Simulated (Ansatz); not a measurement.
**SiHF3: one structure at several levels**

One table from this session's results is given with a row withheld; the runs are named, their logs left out.

Computed with Ansatz 0.2.0, Gaussian basis. Level: single points in def2-TZVPP.

Cores are frozen in the correlated methods.

### The system as given

5 atoms, charge 0, spin multiplicity 1.

Atoms are counted from 1 here; the program's logs count them from 0.

Bond lengths: Si1–F4 1.593 Å, F2–H3 1.145 Å, H3–F5 1.121 Å. Angles: F2–H3–F5 156.7°.

As a file:

```csv
atom,x (Å),y (Å),z (Å)
Si1,-0.9612,-0.0047,0.5268
F2,0.2800,-1.1913,-0.4537
H3,0.3719,-0.0833,-0.7275
F4,0.2439,0.3178,1.5171
F5,0.0508,0.9880,-0.8067
```

The first run:

Contents of run/in.yaml:

```yaml
crystal:
  periodic: [false, false, false]
  atoms:
    - {symbol: Si, position_ang: [-0.961200, -0.004700, 0.526800]}
    - {symbol: F, position_ang: [0.280000, -1.191300, -0.453700]}
    - {symbol: H, position_ang: [0.371900, -0.083300, -0.727500]}
    - {symbol: F, position_ang: [0.243900, 0.317800, 1.517100]}
    - {symbol: F, position_ang: [0.050800, 0.988000, -0.806700]}
basis:
  gaussian: {orbitals: def2-TZVPP}
correlation: {method: ccsd_t}
output: {forces: true}
```

The command line of these runs was not kept.

Among the steps run: CCSD(T)/def2-TZVPP; PBE0-D4/def2-TZVPP; wB97M-V/def2-TZVPP; r2SCAN-D4/def2-TZVPP; PBE-D4/def2-TZVPP; BLYP-D4/def2-TZVPP; HSE06-D4/def2-TZVPP.

One table of the session follows, with a row left open; its other results are not shown here.

```
   method  RMS force component (eV/Å)  angle to CCSD(T) forces (°)  dipole (D)
  CCSD(T)                       0.722                    reference        1.53
  PBE0-D4                       0.682                          4.7        1.48
  wB97M-V                       0.683                         12.4        1.60
r2SCAN-D4                       0.666                         10.9        1.30
   PBE-D4                       0.685                         37.3        1.31
  BLYP-D4                       0.738                         45.5        1.42
 HSE06-D4                           ?                            ?           ?
```

**Question.** Estimate the row for HSE06-D4.

**Answer.** RMS force component (eV/Å): 0.681; angle to CCSD(T) forces (°): 4.6; dipole (D): 1.48. In the column «RMS force component (eV/Å)» it lies between r2SCAN-D4 (0.666) and PBE0-D4 (0.682).
